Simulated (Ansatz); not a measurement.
# Cs3Pt: the cost of one run

Program: the Python package of Ansatz 0.2.0. Level of theory: DFT LDA, plane waves, PAW. These are calculated values, not measurements.

## Step 1: The structure

The structure is cubic, space group Pm-3m (No. 221). Conventional cell: a = 5.778 Å, b = 5.778 Å, c = 5.778 Å, α = 90.00°, β = 90.00°, γ = 90.00°. Cs (site symmetry 4/mmm) is surrounded by 8 Cs at 4.09 Å and 4 Pt at 4.09 Å. Around Pt (site symmetry m-3m) lie 12 Cs at 4.09 Å.

No structure file is read: the coordinates are typed or built in the script.

## Step 2: The script

The input, ecut_cs3pt.py:

```python
"""Convergence of Cs3Pt with the plane-wave cutoff."""

import ansatz as az
import pandas as pd

xtal = (
    az.Lattice.cubic(5.777653)
    .space_group(221)
    .atom("Cs", (0.0, 0.0, 0.5))
    .atom("Pt", (0.5, 0.5, 0.5))
)

calc = (
    xtal.calculation()
    .functional("LDA")
    .kpoints(length=22)
    .occupations("Fermi-Dirac", width=0.2)
    .scf(tolerance=1e-08)
    .stress()
)

rows = []
for value in [250, 350, 450, 550, 650, 750]:
    report = calc.basis(value).run().report
    rows.append((value, report["free_energy_ev"] / len(report["lattice"]["sites"]), report["n_iterations"], sum(report["stress_gpa"][i][i] for i in range(3)) / 3, report["n_pw"]))

table = pd.DataFrame(rows, columns=["cutoff (eV)", "F/atom (eV)", "iterations", "P (GPa)", "plane waves"])
print(table.round(5).to_string(index=False))

# the last row is the reference
for row in rows[:-1]:
    shift = 1000 * (row[1] - rows[-1][1])
    print(f"{row[0]}: {shift:+.2f} meV/atom" + ("  (within 2 meV)" if abs(shift) < 2 else ""))
```

## Step 3: The input behind the calls

The engine receives this input (first run):

```yaml
crystal:
  lattice:
    bravais: cubic
    a: 5.777653
  space_group: 221
  atoms:
    - { symbol: Cs, position: [0.0, 0.0, 0.5] }
    - { symbol: Pt, position: [0.5, 0.5, 0.5] }
basis:
  ecutwfc: 250.0
kpoints:
  mp_grid:
    grid: [4, 4, 4]
hamiltonian:
  xc: lda
scf:
  convergence:
    dr2_threshold: 1.0e-08
  occupations:
    method: fermi_dirac
    width: 0.2
output:
  stress: true
```

## Step 4: Running it

Started as:

```sh
> python ecut_cs3pt.py
```

**Question.** How long does this script take on 1 thread of Arm Neoverse V1, shared host, and how much memory does it need?

About 28 s, with a peak of 0.66 GiB.
